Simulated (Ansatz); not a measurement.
# SiGeH5 (doublet): the correlation ladder at distance Ge1–H5 along a hydrogen transfer = 1.698 Å, cc-pVDZ

One table from this session's results is given with a row withheld; the runs are named, their logs left out.

Program: Ansatz 0.2.0, Gaussian basis. Level of theory: cc-pVDZ, core rule «outside noble gas», up to 19 orbitals frozen. These are calculated values, not measurements.

The runs, in order: UHF; CCSD(T) on ROHF; CCSD(T) on UHF; BCCD(T) on ROHF; CISD; CCSDT(Q) on ROHF; CCSDT(Q) on UHF; CASSCF and MRCISD+Q, 3 electrons in 3 orbitals; CASSCF and NEVPT2, 3 electrons in 3 orbitals.

### The system

The geometry derives from fragments relaxed apart (PBE0/def2-TZVP) and kept rigid, so it is no stationary point. A hydrogen atom is moved between rigid fragments. No spin-orbit coupling is included. The filled d shell of Ge may be among the frozen orbitals whatever the setting's name suggests; the logs give the count.

7 atoms, charge 0, spin multiplicity 2.

Atoms are counted from 1 here; the program's logs count them from 0.

Bond lengths: Ge1–H2 1.534 Å, Ge1–H3 1.534 Å, Ge1–H4 1.534 Å, Ge1–H5 1.698 Å, H5–Si6 1.659 Å, Si6–H7 1.532 Å. Angles: H2–Ge1–H3 109.5°, H2–Ge1–H4 109.5°, H2–Ge1–H5 109.5°, H3–Ge1–H4 109.5°, H3–Ge1–H5 109.5°, H4–Ge1–H5 109.5°, Ge1–H5–Si6 180.0°, H5–Si6–H7 105.0°.

The first run:

The input, in.yaml:

```yaml
crystal:
  periodic: [false, false, false]
  atoms:
    - {symbol: Ge, position_ang: [-0.928767, 0.014100, 0.000000]}
    - {symbol: H, position_ang: [-1.440217, 1.460699, 0.000001]}
    - {symbol: H, position_ang: [-1.440217, -0.709200, 1.252791]}
    - {symbol: H, position_ang: [-1.440217, -0.709199, -1.252792]}
    - {symbol: H, position_ang: [0.769233, 0.014100, 0.000000]}
    - {symbol: Si, position_ang: [2.428233, 0.014100, 0.000000]}
    - {symbol: H, position_ang: [2.824668, -1.465414, -0.000001]}
basis:
  gaussian: {orbitals: cc-pVDZ}
magnetization: {spin_polarized: true, initial_magnetization: 1}
hamiltonian: {xc: hf}
output: {orbitals: {seedname: orbitals}}
```

On the command line:

```
ansatz run in.yaml --threads 1 --pin off --events-out ev --progress --plain --max-ram 2816MiB --backend cpu
```

Among the steps run: UHF; CCSD(T) on ROHF; CCSD(T) on UHF; BCCD(T) on ROHF; CISD; CCSDT(Q) on ROHF; CCSDT(Q) on UHF; CASSCF and MRCISD+Q, 3 electrons in 3 orbitals; CASSCF and NEVPT2, 3 electrons in 3 orbitals.

One of the session's tables, all rows but one given; the rest of the session is left out.

It belongs to the step «Misses and costs». 

| method | from UCCSDT(Q) (meV) |
| --- | --- |
| ROHF | +6899.9 |
| UHF | +6781.3 |
| RMP2 | +1588.1 |
| UMP2 | +1606.3 |
| CISD | +876.0 |
| RCCSD | +213.3 |
| UCCSD | +210.5 |
| RCCSD(T) | +45.7 |
| UCCSD(T) | +45.8 |
| BCCD(T) | +45.1 |
| RCCSDT | ? |
| UCCSDT | +7.0 |
| RCCSDT(Q) | +0.4 |
| UCCSDT(Q) | 0 |
| CASSCF pair | +6497.9 |
| NEVPT2 pair | +1586.4 |
| MRCISD pair | +789.0 |
| MRCISD+Q pair | +63.5 |

Q: Estimate the row for RCCSDT from the others.

**Answer.** from UCCSDT(Q) (meV): +7.2. In the column «from UCCSDT(Q) (meV)» it lies between UCCSDT (+7.0) and BCCD(T) (+45.1).

Caveats from the session: Restricted and unrestricted rows rest on different reference determinants; where their highest levels disagree by more than a few hundredths of an eV, they describe different states and don't form one ladder.
